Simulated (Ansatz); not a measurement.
# CO2: the cost of one run

Program: Ansatz 0.2.0. Level of theory: DFT PBE+D3(BJ), scalar-relativistic, plane waves, PAW. These are calculated values, not measurements.

## 1. The structure to begin with

It takes space group Pa-3 (No. 205, cubic). Conventional cell: a = 5.630 Å, b = 5.630 Å, c = 5.630 Å, α = 90.00°, β = 90.00°, γ = 90.00°. C (site symmetry -3) has 2 O at 1.05 Å as nearest neighbours. O (site symmetry 3) is surrounded by 1 C at 1.05 Å.

Coordinates:

```cif
data_structure
_symmetry_space_group_name_H-M 'P 1'
_symmetry_Int_Tables_number 1
_cell_length_a 5.6300
_cell_length_b 5.6300
_cell_length_c 5.6300
_cell_angle_alpha 90.000
_cell_angle_beta 90.000
_cell_angle_gamma 90.000
_cell_volume 178.45
loop_
_atom_site_label
_atom_site_type_symbol
_atom_site_fract_x
_atom_site_fract_y
_atom_site_fract_z
_atom_site_occupancy
C1 C 0.00000 0.00000 0.00000 1
C2 C 0.50000 0.00000 0.50000 1
C3 C 0.50000 0.50000 0.00000 1
C4 C 0.00000 0.50000 0.50000 1
O1 O 0.10800 0.10800 0.10800 1
O2 O 0.39200 0.89200 0.60800 1
O3 O 0.60800 0.39200 0.89200 1
O4 O 0.89200 0.60800 0.39200 1
O5 O 0.89200 0.89200 0.89200 1
O6 O 0.60800 0.10800 0.39200 1
O7 O 0.39200 0.60800 0.10800 1
O8 O 0.10800 0.39200 0.60800 1
```

The structure comes from the Crystallography Open Database.

(A quick probe on a coarse mesh, which set the mesh and smearing, is not shown.)

## 3. A loose first relaxation

input.yaml reads:

```yaml
crystal:
  lattice:
    - [5.63, 0.0, 0.0]
    - [0.0, 5.63, 0.0]
    - [0.0, 0.0, 5.63]
  atoms:
    - { symbol: C, position: [0.0, 0.0, 0.0] }
    - { symbol: C, position: [0.5, 0.0, 0.5] }
    - { symbol: C, position: [0.5, 0.5, 0.0] }
    - { symbol: C, position: [0.0, 0.5, 0.5] }
    - { symbol: O, position: [0.108, 0.108, 0.108] }
    - { symbol: O, position: [0.392, 0.892, 0.608] }
    - { symbol: O, position: [0.608, 0.392, 0.892] }
    - { symbol: O, position: [0.892, 0.608, 0.392] }
    - { symbol: O, position: [0.892, 0.892, 0.892] }
    - { symbol: O, position: [0.608, 0.108, 0.392] }
    - { symbol: O, position: [0.392, 0.608, 0.108] }
    - { symbol: O, position: [0.108, 0.392, 0.608] }
basis:
  ecutwfc: 420
kpoints:
  mp_grid: { grid: [4, 4, 4] }
hamiltonian:
  xc: pbe
  dispersion: d3bj
scf:
  occupations: { method: gaussian, width: 0.1 }
output:
  forces: true
  stress: true
  eigenvalues: true
relax:
  adjacent_minimum: "off"
  f_tol: 0.05
  max_steps: 80
  cell: { stress_tol: 0.5 }
```

Launch:

```
ansatz run input.yaml --threads 2 --pin off --max-ram 5120MiB --backend cpu --events-out ev --progress --plain --runs-dir out
```

Q: Estimate wall time and peak memory on 2 threads of Arm Neoverse V2, shared host.

About 14 s, with a peak of 0.44 GiB.
